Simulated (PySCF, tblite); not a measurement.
**C4H9B2O radical: geometry, infrared bands and EPR parameters**

What infrared bands and EPR parameters should C4H9B2O radical (`[H]/[C]=C(\C)COBB`) show?

Computed with tblite 0.8.0 and PySCF 2.14.0, with density-fitted response routines of our own, on a single molecule in the gas phase. Atoms count from 0, in the outputs and in this text.

## Step 1: The starting structure

16 atoms, charge 0, multiplicity 2; geometry from: force field or distance geometry start.

Bonds of the start (Å): B0–B1 1.69, B1–O2 1.46, O2–C3 1.38, C3–C4 1.50, C4–C5 1.34, C4–C6 1.50, B0–H7 1.20, B0–H8 1.19, B1–H9 1.20, C3–H10 1.10, C3–H11 1.12, C5–H12 1.09, C6–H13 1.11, C6–H14 1.10, C6–H15 1.11.

## Step 2: Optimising the geometry with GFN2-xTB

Job settings and geometry (Å):

```
{"job": {"kind": "relax", "xc": "GFN2-xTB", "basis": "xTB"}, "charge": 0, "multiplicity": 2}
B      2.850600     0.463800     0.615600
B      2.077600    -0.227900    -0.714200
O      0.619900    -0.258400    -0.766500
C      0.085000    -0.260900     0.509400
C     -1.413900    -0.292900     0.443100
C     -2.064300    -1.334000     0.987600
C     -2.169700     0.805400    -0.241300
H      3.479400    -0.235000     1.359100
H      3.363000     1.514400     0.369000
H      2.651100    -1.182600    -1.162700
H      0.466900     0.568200     1.131000
H      0.380300    -1.250600     0.951300
H     -3.146300    -1.420900     0.982400
H     -3.226300     0.454100    -0.285600
H     -1.799500     0.923200    -1.273700
H     -2.161200     1.742900     0.351500
```

Launch:

```sh
$ OMP_NUM_THREADS=1 python probes_run.py task.json out
```

The driver reads the jobs from task.json and runs them one after another.

Standard output:

```text
step      E/eV     max force
  0    -530.90503    2.819
  1    -531.23691    2.037
  2    -531.42236    1.674
  3    -531.54662    0.999
  4    -531.66172    0.692
  5    -531.70491    0.709
  6    -531.84745    1.002
  7    -531.93564    0.922
  8    -532.02090    0.755
  9    -532.08108    0.577
 10    -532.12657    0.378
 11    -532.14904    0.443
 12    -532.16311    0.419
 13    -532.17745    0.327
 14    -532.19271    0.326
 15    -532.20639    0.304
 16    -532.21688    0.294
 17    -532.22537    0.247
 18    -532.23268    0.211
 19    -532.23808    0.151
 20    -532.24248    0.169
 21    -532.24731    0.227
 22    -532.25315    0.193
 23    -532.25962    0.214
 24    -532.26586    0.201
 25    -532.27141    0.186
 26    -532.27646    0.234
 27    -532.28078    0.152
 28    -532.28386    0.132
 29    -532.28609    0.115
 30    -532.28823    0.120
 31    -532.29008    0.104
 32    -532.29156    0.108
 33    -532.29282    0.093
 34    -532.29415    0.113
 35    -532.29545    0.097
 36    -532.29649    0.087
 37    -532.29732    0.073
 38    -532.29820    0.078
 39    -532.29928    0.084
 40    -532.30030    0.070
 41    -532.30095    0.047
 42    -532.30137    0.054
 43    -532.30179    0.066
 44    -532.30240    0.069
 45    -532.30313    0.079
 46    -532.30382    0.058
 47    -532.30434    0.044
 48    -532.30476    0.057
 49    -532.30518    0.061
 50    -532.30565    0.065
 51    -532.30614    0.059
 52    -532.30664    0.055
 53    -532.30714    0.059
 54    -532.30773    0.067
 55    -532.30847    0.072
 56    -532.30929    0.070
 57    -532.31008    0.061
 58    -532.31073    0.066
 59    -532.31126    0.070
 60    -532.31192    0.088
 61    -532.31261    0.073
 62    -532.31315    0.044
 63    -532.31330    0.033
 64    -532.31340    0.026
 65    -532.31350    0.021
 66    -532.31359    0.020
 67    -532.31366    0.023
 68    -532.31374    0.023
 69    -532.31386    0.026
 70    -532.31402    0.033
 71    -532.31420    0.034
 72    -532.31440    0.039
 73    -532.31465    0.040
 74    -532.31499    0.046
 75    -532.31540    0.047
 76    -532.31579    0.050
 77    -532.31608    0.055
 78    -532.31632    0.052
 79    -532.31657    0.040
 80    -532.31682    0.035
 81    -532.31702    0.034
 82    -532.31720    0.034
 83    -532.31742    0.045
 84    -532.31772    0.058
 85    -532.31812    0.060
 86    -532.31849    0.042
 87    -532.31877    0.045
 88    -532.31897    0.040
 89    -532.31917    0.035
 90    -532.31939    0.033
 91    -532.31956    0.025
 92    -532.31967    0.020
 93    -532.31974    0.020
 94    -532.31980    0.019
 95    -532.31986    0.017
 96    -532.31992    0.019
 97    -532.31998    0.021
 98    -532.32005    0.021
 99    -532.32015    0.024
100    -532.32032    0.040
101    -532.32061    0.054
102    -532.32100    0.057
103    -532.32142    0.048
104    -532.32186    0.056
105    -532.32236    0.055
106    -532.32289    0.045
107    -532.32329    0.056
108    -532.32329    0.061
109    -532.32366    0.070
110    -532.32382    0.052
111    -532.32410    0.046
112    -532.32441    0.035
113    -532.32456    0.033
114    -532.32472    0.038
115    -532.32488    0.028
116    -532.32514    0.033
117    -532.32547    0.040
118    -532.32591    0.054
119    -532.32633    0.070
120    -532.32610    0.119
121    -532.32697    0.036
122    -532.32721    0.044
123    -532.32747    0.037
124    -532.32756    0.026
125    -532.32764    0.026
126    -532.32776    0.021
127    -532.32783    0.035
128    -532.32796    0.036
129    -532.32823    0.041
130    -532.32861    0.054
131    -532.32907    0.065
132    -532.32962    0.072
133    -532.33027    0.066
134    -532.33105    0.081
135    -532.33210    0.101
136    -532.33350    0.128
137    -532.33492    0.119
138    -532.33277    0.353
139    -532.33654    0.037
140    -532.33709    0.046
141    -532.33746    0.171
142    -532.33824    0.049
143    -532.33862    0.044
144    -532.33911    0.159
145    -532.33986    0.031
146    -532.34014    0.031
147    -532.34024    0.102
148    -532.34060    0.034
149    -532.34076    0.034
150    -532.34123    0.038
151    -532.34144    0.032
152    -532.34171    0.043
153    -532.34198    0.040
154    -532.34217    0.038
155    -532.34237    0.039
156    -532.34259    0.045
157    -532.34280    0.042
158    -532.34302    0.041
159    -532.34316    0.037
160    -532.34339    0.042
161    -532.34360    0.038
162    -532.34374    0.048
163    -532.34392    0.037
164    -532.34417    0.034
165    -532.34446    0.042
166    -532.34473    0.043
167    -532.34501    0.038
168    -532.34525    0.040
169    -532.34556    0.034
170    -532.34589    0.036
171    -532.34623    0.041
172    -532.34653    0.063
173    -532.34685    0.068
174    -532.34722    0.045
175    -532.34767    0.045
176    -532.34816    0.062
177    -532.34891    0.076
178    -532.34997    0.084
179    -532.35142    0.123
180    -532.35312    0.117
181    -532.35507    0.122
182    -532.35631    0.091
183    -532.35744    0.077
184    -532.35313    0.368
185    -532.35875    0.059
186    -532.35829    0.288
187    -532.35967    0.045
188    -532.36015    0.055
189    -532.36078    0.114
190    -532.36135    0.066
191    -532.36186    0.043
192    -532.36232    0.045
193    -532.36240    0.084
194    -532.36274    0.083
195    -532.36299    0.034
196    -532.36313    0.033
197    -532.36329    0.033
198    -532.36338    0.018
199    -532.36342    0.015
200    -532.36346    0.010
201    -532.36347    0.011
202    -532.36348    0.009
```

Run time: 1.1 s. Hardware: 1 thread of Arm Neoverse V1, shared host.

The steps of the relaxation: (not every step is listed)

| step | energy from step 0 (eV) | largest force (eV/Å) |
| --- | --- | --- |
| 0 | 0.0000 | 2.8194 |
| 1 | -0.3319 | 2.0374 |
| 2 | -0.5173 | 1.6742 |
| 3 | -0.6416 | 0.9991 |
| 4 | -0.7567 | 0.6917 |
| 5 | -0.7999 | 0.7093 |
| 6 | -0.9424 | 1.0021 |
| 7 | -1.0306 | 0.9225 |
| 8 | -1.1159 | 0.7554 |
| 26 | -1.3714 | 0.2343 |
| 44 | -1.3974 | 0.0693 |
| 62 | -1.4081 | 0.0437 |
| 80 | -1.4118 | 0.0347 |
| 98 | -1.4150 | 0.0214 |
| 116 | -1.4201 | 0.0332 |
| 134 | -1.4260 | 0.0814 |
| 152 | -1.4367 | 0.0432 |
| 170 | -1.4409 | 0.0360 |
| 188 | -1.4551 | 0.0551 |
| 197 | -1.4583 | 0.0328 |
| 198 | -1.4583 | 0.0184 |
| 199 | -1.4584 | 0.0147 |
| 200 | -1.4584 | 0.0102 |
| 201 | -1.4584 | 0.0112 |
| 202 | -1.4584 | 0.0088 |

Close pairs (by a distance rule), those that changed most:

| bond | before (Å) | after (Å) | change (Å) |
| --- | --- | --- | --- |
| B1–O2 | 1.459 | 1.336 | -0.123 |
| C4–C5 | 1.343 | 1.293 | -0.050 |
| C3–H11 | 1.123 | 1.095 | -0.029 |
| C6–H13 | 1.114 | 1.086 | -0.028 |
| B0–B1 | 1.687 | 1.661 | -0.026 |
| B0–H7 | 1.199 | 1.173 | -0.025 |
| O2–C3 | 1.383 | 1.407 | +0.024 |
| C5–H12 | 1.085 | 1.063 | -0.022 |

The end geometry stands in the next job.

## Step 3: Harmonic vibrations with GFN2-xTB

Job settings and geometry (Å):

```
{"job": {"kind": "ir", "xc": "GFN2-xTB", "basis": "xTB"}, "charge": 0, "multiplicity": 2}
B      2.397514     0.926836     0.126781
B      1.760742    -0.397614    -0.646862
O      0.753693    -1.195431    -0.279553
C     -0.011126    -1.007287     0.886678
C     -1.396574    -0.475631     0.551828
C     -2.470698    -1.139879     0.829528
C     -1.376789     0.882317    -0.130211
H      3.273350     0.838333     0.902715
H      2.056948     2.024661    -0.111694
H      2.232690    -0.748456    -1.677762
H      0.489124    -0.297038     1.562807
H     -0.104685    -1.978075     1.383917
H     -3.527100    -1.054149     0.743832
H     -2.385631     1.209793    -0.364846
H     -0.796212     0.810876    -1.047958
H     -0.902843     1.609690     0.526876
```

Standard output:

```text
mode    cm-1     km/mol
  1      37.5      0.59
  2      57.5      0.16
  3     137.7      1.07
  4     151.6      0.33
  5     176.2      0.15
  6     240.1      0.14
  7     302.5      6.06
  8     346.1      5.25
  9     370.4      1.48
 10     445.9      1.08
 11     506.0      2.37
 12     560.5      1.48
 13     674.4     19.68
 14     695.2     59.59
 15     701.2      8.02
 16     812.1     61.21
 17     816.1     91.06
 18     845.0      3.24
 19     934.7      6.38
 20     954.4      1.45
 21     998.4      7.08
 22    1047.4      6.54
 23    1097.0     80.85
 24    1123.7      8.11
 25    1185.4     20.78
 26    1214.7      3.69
 27    1294.2    130.27
 28    1329.7    108.01
 29    1364.3      3.74
 30    1449.3      0.08
 31    1464.4      7.99
 32    1468.8      5.87
 33    1732.2      3.97
 34    2488.3    191.79
 35    2610.9     80.54
 36    2625.4    144.82
 37    2851.2     57.12
 38    2943.7     29.08
 39    3011.6     21.54
 40    3022.3     10.80
 41    3051.3     24.72
 42    3209.5     11.91
```

It took 0.42 s on 1 thread of Arm Neoverse V1, shared host.

Which atoms move in the most intense modes:

| cm⁻¹ | km/mol | atoms |
| --- | --- | --- |
| 812 | 61.2 | B1 27 %, H9 25 %, H8 17 %, B0 15 % |
| 816 | 91.1 | B1 26 %, B0 24 %, H7 21 %, H9 15 % |
| 1097 | 80.8 | H9 47 %, O2 24 %, C3 12 % |
| 1294 | 130.3 | H10 34 %, B1 21 %, C3 14 %, O2 14 % |
| 1330 | 108.0 | B1 30 %, H11 27 %, O2 25 %, H10 10 % |
| 2488 | 191.8 | H9 92 % |
| 2611 | 80.5 | H8 65 %, H7 30 % |
| 2625 | 144.8 | H7 62 %, H8 28 %, B0 11 % |

## Step 4: EPR parameters: B3LYP/pcH-1

The job, as its differences from that of step 3:

```diff
@@ -1,2 +1,2 @@
-{"job": {"kind": "ir", "xc": "GFN2-xTB", "basis": "xTB"}, "charge": 0, "multiplicity": 2}
+{"job": {"kind": "epr", "basis": "pcH-1"}, "charge": 0, "multiplicity": 2}
 B      2.397514     0.926836     0.126781
```

Method: UKS B3LYP, pcH-1 on B C H O, non-relativistic, mean-field spin-orbit, GIAO.

Standard output:

```text
UKS, coarse grid
  cycle   1  E = -282.59138900  |g| = 4.68e-01
  cycle   2  E = -282.45673129  |g| = 7.74e-01
  cycle   3  E = -282.67484366  |g| = 1.09e-01
  cycle   4  E = -282.67957269  |g| = 3.49e-02
  cycle   5  E = -282.68016330  |g| = 1.29e-02
  cycle   6  E = -282.68025158  |g| = 6.18e-03
  cycle   7  E = -282.68027926  |g| = 2.46e-03
  cycle   8  E = -282.68029028  |g| = 1.19e-03
  cycle   9  E = -282.68029382  |g| = 5.13e-04
UKS, final grid
  cycle   1  E = -282.68019370  |g| = 4.73e-04
  cycle   2  E = -282.68019380  |g| = 5.46e-04
  cycle   3  E = -282.68019396  |g| = 1.40e-04
  cycle   4  E = -282.68019400  |g| = 1.27e-04
  cycle   5  E = -282.68019403  |g| = 3.41e-05
  cycle   6  E = -282.68019403  |g| = 6.87e-06
E = -282.68019403 Eh   <S^2> = 0.7588 (exact 0.7500)
g shifts (ppm)      1          2          3
  rmc          -152       -152       -152
  gc             32          8        -16
  oz_so        -498         77        370
  total        -617        -67        203
hyperfine (MHz)  atom isotope    a_iso     a_fc   dipolar eigenvalues
    0   11B      -0.08      -0.08     -0.16     -0.12      0.29
    1   11B       0.90       0.90     -0.37     -0.13      0.50
    2   17O       1.20       1.20     -1.30      0.25      1.05
    3   13C      64.35      64.35     -4.97     -4.44      9.41
    4   13C     -13.61     -13.61    -19.59      2.54     17.05
    5   13C     299.56     299.56    -82.47    -60.60    143.07
    6   13C      72.27      72.27     -7.85     -6.96     14.81
    7    1H      -0.12      -0.12     -0.38     -0.33      0.71
    8    1H      -0.05      -0.05     -0.48     -0.41      0.89
    9    1H       0.69       0.69     -0.52     -0.48      1.01
   10    1H      -0.93      -0.93     -2.80     -2.19      4.99
   11    1H      -3.71      -3.71     -6.70     -2.36      9.06
   12    1H      35.99      35.99    -32.89     -6.99     39.87
   13    1H      -2.67      -2.67     -6.14     -1.69      7.83
   14    1H      -2.86      -2.86     -4.14     -1.06      5.20
   15    1H      -3.87      -3.87     -4.18     -1.18      5.36
```

Wall time 63 s (1 thread of Arm Neoverse V1, shared host); peak memory 0.98 GiB.

Principal g values 2.00170, 2.00225, 2.00252; g(iso) = 2.00216, against 2.00232 for a free electron.

Mean a(iso) over the nuclei that a row names, and the largest dipolar term of the row (other rows stand at the frozen geometry):

| nuclei | isotope | a(iso) (MHz) | a(iso) (G, at g = 2.0023) | largest dipolar term (MHz) |
| --- | --- | --- | --- | --- |
| C5 | 13C | 299.6 | 106.9 | 143.1 |
| C6 | 13C | 72.3 | 25.8 | 14.8 |
| C3 | 13C | 64.4 | 23.0 | 9.4 |
| H12 | 1H | 36.0 | 12.8 | 39.9 |
| C4 | 13C | -13.6 | -4.9 | -19.6 |
| H13, H14, H15 | 1H | -3.1 | -1.1 | 7.8 |
| H10, H11 | 1H | -2.3 | -0.8 | 9.1 |
| O2 | 17O | 1.2 | 0.4 | -1.3 |
| B1 | 11B | 0.9 | 0.3 | 0.5 |
| H9 | 1H | 0.7 | 0.2 | 1.0 |
| H7, H8 | 1H | -0.1 | 0.0 | 0.9 |
| B0 | 11B | -0.1 | 0.0 | 0.3 |

Mulliken spin populations:

B0 0.00; B1 0.00; O2 0.00; C3 0.04; C4 -0.17; C5 1.05; C6 0.08; H7 0.00; H8 0.00; H9 0.00; H10 0.00; H11 0.00; H12 0.01; H13 0.00; H14 0.00; H15 0.00

In first order the couplings over 0.8 MHz of 1H, 11B give 96 distinct lines over 18.8 G, if the averaged nuclei exchange fast.

Orbitals, density, ELF and potential are computed afterwards from the orbital file.

ELF in a plane through or near 6 of the atoms.

Ten even steps from '0' (0.00) to '9' (1.00):
```
0000000000000000000000000000
0000000000000000000000000000
0000000000000000000000000000
0000000111000000000000000000
0000003999600154113310000000
0000017999910599536730000000
0000016999910799856510000000
0000014999820599742000000000
0000135434410035651001210000
0001799541510002666548972000
0002899966602646448769983000
0000588644105735657668851000
0000133211004514316886310000
0000000000001589504886200000
0000000000000799900575100000
0000000000000799910131000000
0000000000000278300000000000
0000000000000000000000000000
0000000000000000000000000000
0000000000000000000000000000
```
The map spans 12.6 Å across and 9.5 Å up, centred on the molecule. Atoms in the plane (x, y in Å): B0 (-2.5, 0.4), C3 (0.3, -1.1), C4 (1.5, -0.3), C5 (2.7, -0.7), H8 (-2.4, 1.5), H11 (0.6, -2.2).

On the surface of density 0.002 e/bohr³ the electrostatic potential runs, from the 1st to the 99th percentile, from -1.26 V near O2 to 1.46 V near B0.

The spin density lies nearest to C5 70 %; H12 10 %; C4 8 % (beta excess).

## Step 5: Summary of results

| quantity | value |
| --- | --- |
| strongest single infrared mode (GFN2-xTB) | 2488 cm⁻¹, 192 km/mol |
| zero-point energy (GFN2-xTB) | 74.8 kcal/mol |
| g(iso) (B3LYP) | 2.00216 |
| ⟨S²⟩ | 0.759 (exact 0.75) |
| largest a(iso) (averaged by class) | 13C on C5, 299.6 MHz |
| surface potential, 1st and 99th percentile | -1.26 V and 1.46 V |

**Reading.** Relaxing lowered the energy by 1.458 eV in 202 steps; the close pair that moved most is B1–O2, from 1.459 to 1.336 Å. All 42 modes are real, so the xTB geometry is a minimum. The strongest single mode, at 2488 cm⁻¹, moves mainly H9. GFN2-xTB is a fitted tight-binding method: band positions and strengths are rough. Its intensities can rank the bands wrongly. C5 carries the largest spin population, 1.05 e. The isotropic g lies 0.2 ppt below the free-electron value.
